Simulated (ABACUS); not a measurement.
Crystal: NiMoIrPdW.

```xyz
5
Lattice="2.3446 -1.4314 0.0091 2.3446 1.4314 0.0091 -2.2060 0.0000 10.9237" Properties=species:S:1:pos:R:3 pbc="T T T"
Ir    3.2778    0.0000    1.1936
W     1.6891    0.0000    7.5942
Pd    0.0775    0.0000    5.3638
Mo   -0.5221    0.0000    9.9690
Ni    1.6857    0.0000    3.2343
```

The cell was built by a generator and needn't be a form met in nature.

Alike in all runs: program ABACUS 3.10.1; functional PBE; potentials or basis PseudoDojo NC SR 0.4.1 PBE standard; cutoff 1361 eV; density cutoff 5442 eV; basis DZP LCAO (the cutoffs set its grid); k mesh 8 × 8 × 2; occupations fermi-dirac, width 0.05 eV.

Task: Only the start or the spin constraint differs. Which run ends lowest in energy?
A. collinear spin, ferromagnetic start of up to 1 μB; fixed moment 1.5
B. collinear spin, ferromagnetic start of up to 1 μB; fixed moment 1
C. collinear spin, ferromagnetic start of up to 1 μB; fixed moment 2.5
D. collinear spin, ferromagnetic start of up to 1 μB; fixed moment 3
E. collinear spin, ferromagnetic start of up to 1 μB; fixed moment 0.5
F. collinear spin, ferromagnetic start of up to 1 μB; fixed moment 2

Result: E.

```tsv
start	free energy over the lowest (meV/atom)	net moment (μB)	site or absolute moments (μB)	gap
collinear spin, ferromagnetic start of up to 1 μB; fixed moment 0.5	0.0	0.50	Ir +0.06; W +0.05; Pd +0.04; Mo +0.01; Ni +0.34	-
collinear spin, ferromagnetic start of up to 1 μB; fixed moment 1	10.4	1.00	Ir +0.19; W +0.12; Pd +0.08; Mo +0.06; Ni +0.55	-
collinear spin, ferromagnetic start of up to 1 μB; fixed moment 3	110.5	3.00	Ir +0.58; W +0.59; Pd +0.32; Mo +0.46; Ni +1.04	-
collinear spin, ferromagnetic start of up to 1 μB; fixed moment 2.5	75.1	2.50	Ir +0.51; W +0.45; Pd +0.25; Mo +0.34; Ni +0.95	-
collinear spin, ferromagnetic start of up to 1 μB; fixed moment 2	47.4	2.00	Ir +0.43; W +0.33; Pd +0.18; Mo +0.22; Ni +0.84	-
collinear spin, ferromagnetic start of up to 1 μB; fixed moment 1.5	26.2	1.50	Ir +0.32; W +0.22; Pd +0.13; Mo +0.13; Ni +0.71	-
```

All polarised runs hold their moment fixed, so the table maps the energy against it. A still lower state may exist.

Caveats: the atomic orbitals were generated for these runs and aren't a published set; the basis of atomic orbitals isn't converged, which shifts pressures, moduli and gaps; the total moment is fixed, so each spin has its own Fermi level; the moment is held away from its start (some runs).
